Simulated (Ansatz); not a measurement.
# Y2SiF2: the cost of one run

Method: DFT PBE, scalar-relativistic, plane waves, PAW, in Ansatz 0.2.0.

### 1 Starting point

It takes space group P-3m1 (No. 164, trigonal). The conventional cell has a = 4.087 Å, b = 4.087 Å, c = 6.965 Å, α = 90.00°, β = 90.00°, γ = 120.00°. Y (site symmetry 3m) has 1 F at 2.36 Å and 3 Si at 2.66 Å as nearest neighbours. Si (site symmetry -3m) is surrounded by 6 Y at 2.66 Å. Around F (site symmetry 3m) lie 1 Y at 2.36 Å and 3 F at 2.37 Å.

Coordinates:

```xyz
5
Lattice="4.0867 0.0000 0.0000 -2.0434 3.5392 0.0000 0.0000 0.0000 6.9652" Properties=species:S:1:pos:R:3 pbc="T T T"
Y     0.0000    2.3595    4.7092
Y     2.0434    1.1797    2.2560
Si    0.0000    0.0000    3.4826
F     0.0000    2.3595    0.1054
F     2.0434    1.1797    6.8598
```

Recipe of the guess: random cell by space group and Wyckoff sites (P-3m1, No. 164). Its size is a rough estimate.

### 2 Probe: one point on a coarse mesh

input.yaml reads:

```yaml
crystal:
  lattice:
    - [4.08674153, 0.0, 0.0]
    - [-2.04337077, 3.53922198, 0.0]
    - [0.0, 0.0, 6.96518976]
  atoms:
    - { symbol: "Y", position: [0.33333333, 0.66666667, 0.67610611] }
    - { symbol: "Y", position: [0.66666667, 0.33333333, 0.32389389] }
    - { symbol: Si, position: [0.0, 0.0, 0.5] }
    - { symbol: F, position: [0.33333333, 0.66666667, 0.01513388] }
    - { symbol: F, position: [0.66666667, 0.33333333, 0.98486612] }
basis:
  ecutwfc: 420
kpoints:
  mp_grid: { grid: [6, 6, 4] }
hamiltonian:
  xc: pbe
scf:
  occupations: { method: gaussian, width: 0.1 }
  lower_state_search: "off"
output:
  forces: true
  stress: true
  eigenvalues: true
```

Command:

```console
$ ansatz run input.yaml --threads 1 --pin off --max-ram 2560MiB --backend cpu --events-out ev --progress --plain --runs-dir out
```

What time and memory should one allow on 1 thread of Arm Neoverse N1, shared host?

About 5.8 s, with a peak of 0.36 GiB.
